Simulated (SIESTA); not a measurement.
Write an ASE script for SIESTA 5.4.2 that does the following.

| Item | Value |
| --- | --- |
| Task | relaxation of cell and atoms |
| Functional | PBEsol |
| Potentials or basis | PseudoDojo 0.4 standard (PBEsol files) |
| Basis | DZP (energy shift 0.003 Ry; two zetas on semicore shells) |
| Grid cutoff | 800 Ry |
| Energy shift | 0.003 Ry |
| k mesh | 8 × 8 × 8 |
| Occupations | fermi-dirac, width 0.05 eV |
| Spin | no spin polarisation |
| force tolerance | 0.02 eV/Å |

Crystal: HfB.

```xyz
2
Lattice="0.0000 2.3100 2.3100 2.3100 0.0000 2.3100 2.3100 2.3100 0.0000" Properties=species:S:1:pos:R:3 pbc="T T T"
Hf    2.3100    2.3100    2.3100
B     0.0000    0.0000    0.0000
```

The input as run:

run.py

```python
from ase import Atoms
from ase.calculators.siesta import Siesta
from ase.units import Ry, GPa
from ase.optimize import BFGS
from ase.filters import FrechetCellFilter

atoms = Atoms(
    ['Hf', 'B'],
    cell=[
        [0.0, 2.31, 2.31],
        [2.31, 0.0, 2.31],
        [2.31, 2.31, 0.0],
    ],
    scaled_positions=[
        [0.5, 0.5, 0.5],
        [0.0, 0.0, 0.0],
    ],
    pbc=True,
)

fdf = {
    'SCFMustConverge': False,
    'OccupationFunction': 'FD',
    'ElectronicTemperature': '0.05 eV',
    'MaxSCFIterations': '120',
    'SCF.Mixer.Method': 'Pulay',
    'SCF.Mixer.Weight': '0.25',
    'SCF.Mixer.History': '8',
    'SCF.DM.Tolerance': '5.0e-05',
    'SCF.H.Tolerance': '1.0e-03 eV',
    'WriteForces': 'true',
    'Charge.Mulliken': 'end',
    'PAO.Basis': ['Hf.1 5', 'n=5 0 2', '  3.241 0.000', 'n=6 0 2', '  8.114 0.000', 'n=5 1 2', '  3.929 0.000', 'n=6 1 1', '  8.114', 'n=5 2 2', '  7.842 0.000'],
}
calc = Siesta(
    label="HfB",
    command="siesta < PREFIX.fdf > PREFIX.out",
    pseudo_path="pseudos",
    pseudo_qualifier="",
    xc=('GGA', 'PBEsol'),
    basis_set="DZP",
    mesh_cutoff=800 * Ry,
    energy_shift=0.003 * Ry,
    kpts=[8, 8, 8],
    spin="non-polarized",
    fdf_arguments=fdf,
)
atoms.calc = calc

opt = BFGS(FrechetCellFilter(atoms), trajectory="relax.traj")
converged = opt.run(fmax=0.02, steps=40)
print("converged:", converged)
print("cell (A):", atoms.cell.cellpar().round(5))
print("scaled positions:")
print(atoms.get_scaled_positions().round(6))
print(f"energy = {atoms.get_potential_energy():.6f} eV")
free = atoms.get_potential_energy(force_consistent=True)
print(f"free energy = {free:.6f} eV")
print("forces (eV/A):")
print(atoms.get_forces(apply_constraint=False).round(6))
print("stress (GPa, Voigt order, tension positive):", (atoms.get_stress() / GPa).round(4))
```

Potentials or basis: PseudoDojo 0.4 standard (PBEsol files), DZP (energy shift 0.003 Ry; two zetas on semicore shells).

Launch:

```sh
$ python run.py
```

Results of the run:

| Quantity | Value |
| --- | --- |
| Relaxed volume | 13.81 Å³/atom |
| Relaxed cell | a = 3.393 Å, b = 3.393 Å, c = 3.393 Å, α = 60.00°, β = 60.00°, γ = 60.00° |
| Space group after relaxing (to 0.05 Å) | Fm-3m (No. 225) |
| Energy gained by relaxing | 108.8 meV/atom |
| Ionic steps | 4 |
| Pressure after relaxing | 0.1 GPa |
| Band gap on the k mesh | none (metal or under the smearing width) |

Caveat: short orbitals over semicore shells can move pressures by several GPa; the basis of atomic orbitals isn't converged, which shifts pressures, moduli and gaps.

Wall time 4 min on 1 thread of Arm Neoverse V2, on a shared host, peak memory 0.32 GiB.
